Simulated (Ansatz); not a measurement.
# GePH3+ (quartet): the correlation ladder, cc-pVDZ

How much of the correlation energy of GePH3+ (quartet) does each wave-function method recover here?

Computed with Ansatz 0.2.0, Gaussian basis. Level: cc-pVDZ, correlated electrons: outside noble gas.

The runs, in order: UHF; CCSD(T) on ROHF; CCSD(T) on UHF; BCCD(T) on ROHF; CISD; CCSDT(Q) on ROHF; CCSDT(Q) on UHF; CASSCF and MRCISD+Q, 11 electrons in 11 orbitals; CASSCF and NEVPT2, 11 electrons in 11 orbitals.

### 1 The system

The geometry is a PBE0/def2-TZVP stationary point (not a proven minimum) of the parent state, kept for this charge and spin. No spin-orbit coupling is included. The filled d shell of Ge may be among the frozen orbitals whatever the setting's name suggests; the logs give the count.

5 atoms, charge 1, spin multiplicity 4.

Atoms are counted from 1 here; the program's logs count them from 0.

Bond lengths: Ge1–P2 2.301 Å, Ge1–H3 1.555 Å, P2–H4 1.419 Å, P2–H5 1.419 Å. Angles: P2–Ge1–H3 114.3°, Ge1–P2–H4 99.5°, Ge1–P2–H5 99.5°, H4–P2–H5 94.2°.

In the tables R marks a restricted open-shell determinant and U an unrestricted one; 'valence' is the active space of 11 electrons in 11 orbitals; correlation energies count from the lowest restricted Hartree-Fock solution.

### 2 UHF

Input file in.yaml:

```yaml
crystal:
  periodic: [false, false, false]
  atoms:
    - {symbol: Ge, position_ang: [0.000000, 0.059201, 0.707611]}
    - {symbol: P, position_ang: [0.000000, -0.146566, -1.583698]}
    - {symbol: H, position_ang: [0.000000, -1.295377, 1.470772]}
    - {symbol: H, position_ang: [1.039454, 0.766426, -1.900032]}
    - {symbol: H, position_ang: [-1.039454, 0.766426, -1.900032]}
basis:
  gaussian: {orbitals: cc-pVDZ}
total_charge: 1
magnetization: {spin_polarized: true, initial_magnetization: 3}
hamiltonian: {xc: hf}
output: {orbitals: {seedname: orbitals}}
```

Run with:

```console
ansatz run in.yaml --threads 1 --pin off --events-out ev --progress --plain --max-ram 2393MiB
```

The runs that follow: CCSD(T) on ROHF; CCSD(T) on UHF; BCCD(T) on ROHF; CISD; CCSDT(Q) on ROHF; CCSDT(Q) on UHF; CASSCF and MRCISD+Q, 11 electrons in 11 orbitals; CASSCF and NEVPT2, 11 electrons in 11 orbitals.

**Question.** What will the summary of the whole plan be? Wanted: correlation energy, UCCSDT(Q); RMP2 from UCCSDT(Q); UMP2 from UCCSDT(Q); RCCSD from UCCSDT(Q); RCCSD(T) from UCCSDT(Q); UCCSD(T) from UCCSDT(Q); RCCSDT(Q) from UCCSDT(Q); NEVPT2 valence from UCCSDT(Q); MRCISD+Q valence from UCCSDT(Q).

The runs gave:

```
                                      quantity                                value
                 correlation energy, UCCSDT(Q)                           -5.5872 eV
                           RMP2 from UCCSDT(Q)                      +29.00 kcal/mol
                           UMP2 from UCCSDT(Q)                      +28.56 kcal/mol
                          RCCSD from UCCSDT(Q)                       +4.76 kcal/mol
                       RCCSD(T) from UCCSDT(Q)                       +1.28 kcal/mol
                       UCCSD(T) from UCCSDT(Q)                       +0.98 kcal/mol
                      RCCSDT(Q) from UCCSDT(Q)                       +0.31 kcal/mol
                 NEVPT2 valence from UCCSDT(Q)                      +23.83 kcal/mol
               MRCISD+Q valence from UCCSDT(Q)                       +1.30 kcal/mol
levels of the table within 1 kcal/mol (43 meV)  UCCSD(T), RCCSDT, UCCSDT, RCCSDT(Q)
                                 T1 diagnostic                                0.029
                effectively unpaired electrons                                 3.02
```

What this shows: RCCSD(T) lands +1.28 kcal/mol from the yardstick (1.0 % of the correlation energy). One determinant dominates. Of the multireference levels listed MRCISD+Q valence comes nearest in total energy (+1.30 kcal/mol), which doesn't show that its space is the better one. These misses are within one basis, not against nature; the frozen cores of restricted and unrestricted runs differ, which can shift their rows.
